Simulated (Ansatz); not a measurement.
CHFSe, SMILES FC=[Se], vertical and adiabatic energies of changing the electron count

Program: Ansatz's Python interface.

`adiabatic_chfse.py`:
```python
# -*- coding: utf-8 -*-
"""Vertical and adiabatic ionisation of CHFSe."""

import itertools

import ansatz as az
from ase.data import atomic_numbers, covalent_radii
import numpy as np

geometry_ang = [
    ("F", (-1.0445, -0.4954, 0.6013)),
    ("C", (-0.0807, 0.1085, -0.1148)),
    ("Se", (1.3946, -0.555, 0.3553)),
    ("H", (-0.214, 0.8816, -0.8622)),
]
chfse = az.Crystal.molecule()
for symbol, xyz in geometry_ang:
    chfse = chfse.atom(symbol, xyz)

model = (
    chfse.calculation()
    .basis(gaussian="def2-SVP")
    .functional("b3lyp", dispersion="d4")
)
symbols = [site.symbol for site in chfse.cartesian_sites]
start = np.array([site.position_ang for site in chfse.cartesian_sites], dtype=float)
report = model.relax(force_tolerance=0.01).run(threads=1).report
end = np.array(report["positions_ang"])

minimum = az.Crystal.molecule()
for symbol, place in zip(symbols, end):
    minimum = minimum.atom(symbol, place.tolist())
ion = (
    minimum.calculation()
    .basis(gaussian="def2-SVP")
    .functional("b3lyp", dispersion="d4")
    .charge(1)
    .spin("collinear", total=1)
)
vertical = ion.run(threads=1).report
settled = ion.relax(force_tolerance=0.01, max_steps=80).run(threads=1).report
print(f"vertical ionisation energy   {vertical['free_energy_ev'] - report['free_energy_ev']:.3f} eV")
print(f"adiabatic, no zero point     {settled['free_energy_ev'] - report['free_energy_ev']:.3f} eV")
print(f"relaxation energy of the ion {vertical['free_energy_ev'] - settled['free_energy_ev']:.3f} eV")
ionised = np.array(settled["positions_ang"])
# pairs closer than 1.2 times the sum of covalent radii, before or after
radius = [covalent_radii[atomic_numbers[s]] for s in symbols]
span = lambda where, i, j: np.linalg.norm(where[i] - where[j])
bonded = [(i, j) for i, j in itertools.combinations(range(len(symbols)), 2) if min(span(end, i, j), span(ionised, i, j)) < 1.2 * (radius[i] + radius[j])]
print("pair        before    after (A)")
for i, j in bonded:
    print(f"{symbols[i]}{i}-{symbols[j]}{j}".ljust(10), f"{span(end, i, j):8.4f} {span(ionised, i, j):8.4f}")
```

```console
$ python adiabatic_chfse.py
vertical ionisation energy   9.500 eV
adiabatic, no zero point     9.397 eV
relaxation energy of the ion 0.104 eV
pair        before    after (A)
F0-C1        1.3224   1.2706
C1-Se2       1.7480   1.7941
C1-H3        1.1004   1.1065
```

The energies are electronic: no zero-point or thermal terms, and the basis set is short of its limit. The product may relax into another structure. Each relaxation finds its nearest minimum, which needn't be the lowest. b3lyp holds the VWN-RPA fit, as in Gaussian; the form of ORCA and Turbomole is b3lyp5. Run time: 35 s on 1 thread of AMD EPYC 7B13 (Zen 3), on a shared host, peak memory 0.25 GiB.
